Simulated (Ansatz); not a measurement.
**r2SCAN0/6-31G(d) (spherical functions) run of C2H5AlO (SMILES [CH3][Al]1[CH2][O]1)**

What is the vertical ionisation energy of C2H5AlO at r2SCAN0/6-31G* (spherical functions)? 

Program for the calculation: Ansatz 0.2.0.

82 further runs of the same task are left out: 82 set aside as unsound or not needed.

### 1 The structure to begin with

The species is C2H5AlO (9 atoms), meant as a singlet with charge 0. SMILES: `[CH3][Al]1[CH2][O]1`. Geometry: relaxed at PBE0-D4/def2-TZVP.

Bond lengths: C1–Al2 1.934 Å, Al2–C3 1.883 Å, Al2–O4 1.707 Å, C3–O4 1.488 Å, C1–H5 1.093 Å, C1–H6 1.091 Å, C1–H7 1.094 Å, C3–H8 1.091 Å, C3–H9 1.091 Å. Some angles: C1–Al2–C3 171.7°, C1–Al2–O4 139.6°, C3–Al2–O4 48.7°, Al2–C3–O4 59.5°, Al2–O4–C3 71.8°, Al2–C1–H5 110.3°, Al2–C1–H6 112.2°, Al2–C1–H7 110.1°, Al2–C3–H8 123.8°, Al2–C3–H9 123.8°.

### 2 A single-point energy at r2SCAN0/6-31G(d) (spherical functions)

Contents of molecule.yaml:

```yaml
crystal:
  periodic: [false, false, false]
  atoms:
    - symbol: C
      position_ang: [-0.670900, 1.320200, -1.081500]
    - symbol: Al
      position_ang: [0.051300, -0.076700, 0.044200]
    - symbol: C
      position_ang: [0.678700, -1.280200, 1.349300]
    - symbol: O
      position_ang: [0.789300, -1.609500, -0.097900]
    - symbol: H
      position_ang: [0.039700, 1.575000, -1.872100]
    - symbol: H
      position_ang: [-0.900200, 2.226000, -0.517500]
    - symbol: H
      position_ang: [-1.591200, 0.976800, -1.562100]
    - symbol: H
      position_ang: [0.038500, -1.980500, 1.887700]
    - symbol: H
      position_ang: [1.653200, -1.197400, 1.832800]
basis:
  gaussian: {orbitals: 6-31G_st_-spherical.json}
magnetization: {spin_polarized: false}
hamiltonian: {xc: {name: r2SCAN0}}
accuracy: high
output: {orbitals: {seedname: orbitals}}
```

The basis set 6-31G* is read from a file made from the Basis Set Exchange's data (not shown).

On the command line:

```bash
$ ansatz run molecule.yaml --threads 1 --pin off --max-ram 3480MiB --events-out events.jsonl --progress --plain --runs-dir runs
```

What it wrote:

```text
Warning: RAYON_NUM_THREADS=1 ignored (pool sized by the plan → 1); use --threads N
Functional definition: r2SCAN0
  name "r2SCAN0"
  parameter a = 0.25
  parameter k0 = 0.174
  parameter k1 = 0.065
  parameter a1 = 4.9479
  exchange = (1 - a)*r2scan_x(k0 = k0, k1 = k1, a1 = a1) + a*exact_x
  correlation = r2scan_c
1640 factors; integrals over basis functions are off by at most 8.4e-9 eV
mean field evaluation 1: about -10786.0578 eV, gradient 6.0e1 eV
mean field evaluation 2: about -10765.9543 eV, gradient 1.1e2 eV
mean field evaluation 4: about -10794.1509 eV, gradient 4.5e0 eV
mean field evaluation 8: about -10794.4198 eV, gradient 5.9e-1 eV
mean field evaluation 16: about -10794.4207 eV, gradient 2.2e-5 eV
mean field -10794.42065608 eV, -396.6876423897 hartree, gradient 9.4e-9 eV, S^2 0.000000; 0 other end points of the search recorded, 0 dependent functions left out
reference -10794.42065693 eV, -396.6876424209 hartree; 19, 19 occupied and 51, 51 virtual orbitals, 1640 factors
Total energy: -10794.42065693 eV, -396.6876424209 hartree
```

It took 14 s on 1 thread of Arm Neoverse V2, shared host; peak memory 0.27 GiB.

### 3 The doublet cation

Contents of run.yaml:

```yaml
crystal:
  periodic: [false, false, false]
  atoms:
    - {symbol: C, position_ang: [-0.670900, 1.320200, -1.081500]}
    - {symbol: Al, position_ang: [0.051300, -0.076700, 0.044200]}
    - {symbol: C, position_ang: [0.678700, -1.280200, 1.349300]}
    - {symbol: O, position_ang: [0.789300, -1.609500, -0.097900]}
    - {symbol: H, position_ang: [0.039700, 1.575000, -1.872100]}
    - {symbol: H, position_ang: [-0.900200, 2.226000, -0.517500]}
    - {symbol: H, position_ang: [-1.591200, 0.976800, -1.562100]}
    - {symbol: H, position_ang: [0.038500, -1.980500, 1.887700]}
    - {symbol: H, position_ang: [1.653200, -1.197400, 1.832800]}
basis:
  gaussian:
    orbitals: 6-31G_st_-spherical.json
total_charge: 1
magnetization:
  spin_polarized: true
  initial_magnetization: 1
hamiltonian:
  xc: {name: r2SCAN0}
accuracy: high
output: {orbitals: {seedname: orbitals}}
```

The basis set 6-31G* is read from a file made from the Basis Set Exchange's data (not shown).

On the command line:

```bash
$ ansatz run run.yaml --threads 1 --pin off --max-ram 3480MiB --events-out events.jsonl --progress --plain --runs-dir runs
```

What it wrote, cut to the lines that bear on the results:

```text
Warning: RAYON_NUM_THREADS=1 ignored (pool sized by the plan → 1); use --threads N
[... 8 set-up lines as earlier in the session ...]
1640 factors; integrals over basis functions are off by at most 8.4e-9 eV
mean field evaluation 1: about -10773.0100 eV, gradient 5.5e1 eV
mean field evaluation 2: about -10741.1282 eV, gradient 9.8e1 eV
mean field evaluation 4: about -10785.6966 eV, gradient 6.0e0 eV
mean field evaluation 8: about -10786.0930 eV, gradient 9.2e-1 eV
mean field evaluation 16: about -10786.1002 eV, gradient 1.7e-3 eV
mean field evaluation 32: about -10786.1002 eV, gradient 2.0e-7 eV
mean field -10786.10018674 eV, -396.3818707814 hartree, gradient 8.3e-8 eV, S^2 0.757756; 2 other end points of the search recorded, 0 dependent functions left out
reference -10786.10018914 eV, -396.3818708696 hartree; 19, 18 occupied and 51, 52 virtual orbitals, 1640 factors
Total energy: -10786.10018914 eV, -396.3818708696 hartree
```

It took 29 s on 1 thread of Arm Neoverse V2, shared host; peak memory 0.46 GiB.

### 4 Results

At r2SCAN0/6-31G* (spherical functions):

| quantity | value |
| --- | --- |
| singlet C2H5AlO: total energy | -396.68764 Eh |
| singlet C2H5AlO: HOMO energy | -6.19 eV |
| singlet C2H5AlO: LUMO energy | -0.18 eV |
| singlet C2H5AlO: HOMO–LUMO gap | 6.00 eV |
| doublet cation: total energy | -396.38187 Eh |
| doublet cation: HOMO energy (highest over α and β) | -14.80 eV |
| doublet cation: LUMO energy (lowest over α and β) | -10.39 eV |
| doublet cation: ⟨S²⟩ | 0.758 |
| vertical ionisation energy (to the doublet cation) | 8.320 eV |

In words: The vertical ionisation energy comes to 8.32 eV (192 kcal/mol). −ε(HOMO) before ionisation, 6.19 eV, is 2.13 eV below this ionisation energy.
